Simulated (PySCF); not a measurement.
# C6H10OSi: magnetic properties

Computed with PySCF 2.14.0 and routines of our own; the level stands in each step. Atoms count from 0.

## 1. The starting structure

18 atoms, charge 0, multiplicity 1; geometry from: GFN2-xTB.

## 2. Magnetic properties: GIAO B3LYP/pcSseg-1

Job settings and geometry (Å):

```
{"job": {"kind": "mag", "xc": "B3LYP", "basis": "pcSseg-1", "isotopologues": 2}, "charge": 0, "multiplicity": 1}
C      3.549533    -0.554720     0.264524
C      2.192491    -0.270629    -0.150322
C      1.072072    -0.038874    -0.508731
C     -0.295337     0.248297    -0.890271
C     -1.125865    -1.040207    -1.029138
O     -2.493454    -0.718919    -0.984556
Si    -2.845460     0.677126    -0.208161
C     -1.026316     1.127521     0.136788
H      3.921394     0.249174     0.899557
H      4.197246    -0.644250    -0.607339
H      3.578752    -1.489464     0.824200
H     -0.300772     0.761261    -1.859460
H     -0.891219    -1.726144    -0.206862
H     -0.924488    -1.550026    -1.975300
H     -3.521264     1.566694    -1.146869
H     -3.608536     0.403671     1.004977
H     -0.731791     0.832289     1.145198
H     -0.755747     2.173517     0.015351
```

Level: GIAO B3LYP/pcSseg-1 magnetisability, rotational g tensor and spin-rotation constants, non-relativistic, gas phase.

Run with:

```console
$ OMP_NUM_THREADS=1 python excited_run.py task.json out
```

This one command runs all jobs of the session in turn.

Q: Estimate the wall time and peak memory of this first job on 1 thread of Intel Xeon 6975P-C, shared host.

About 35 s, with a peak of 1 GiB.
